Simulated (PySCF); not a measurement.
# C4H9ClNO: the cost of one run

Computed with PySCF 2.14.0; each step states its level. No surroundings beyond the atoms listed, unless a continuum is named. Atoms count from 0, parts from 1.

## 1. The system as given

16 atoms, charge 0, multiplicity 2; geometry: GFN2-xTB, rigid scan. Parts: 1 = atoms 0–13, `C[CH]NC(C)=O`, charge 0; 2 = atoms 14–15, `Cl`, charge 0.

## 2. Counterpoise and decomposition: 1.60 Å

Job settings and geometry (Å):

```
{"job": {"kind": "inter", "xc": "PBE0", "basis": "def2-SVP", "disp": "d3bj"}, "charge": 0, "multiplicity": 2, "parts": [{"atoms": "0-13", "charge": 0, "multiplicity": 2}, {"atoms": "14-15", "charge": 0, "multiplicity": 1}]}
C     -2.417652     0.567357     0.430358
C     -1.357168    -0.209509    -0.240742
N     -0.050947     0.006960     0.039803
C      1.014902    -0.669045    -0.480743
C      2.352373    -0.165600    -0.005873
O      0.876421    -1.611868    -1.266832
H     -2.027571     1.117059     1.285963
H     -3.213177    -0.096085     0.770404
H     -2.877604     1.286205    -0.254987
H     -1.584197    -0.965353    -0.968803
H      0.153876     0.744640     0.704043
H      2.447644     0.904888    -0.180198
H      2.468237    -0.359143     1.060465
H      3.139848    -0.685755    -0.542842
Cl    -0.959888    -3.775759    -0.615835
H     -0.126785    -2.824394    -0.993205
```

With the program's defaults for keys left out, this is: PBE0-D3(BJ)/def2-SVP interaction energy, counterpoise and uncorrected, gas phase.

Launch:

```
OMP_NUM_THREADS=1 python cluster_run.py task.json out
```

This one command runs all jobs of the session in turn.

Q: Estimate the wall time and peak memory of this first job on 1 thread of Intel Xeon at 2.50GHz, shared host.

About 2.1 min, with a peak of 0.56 GiB.
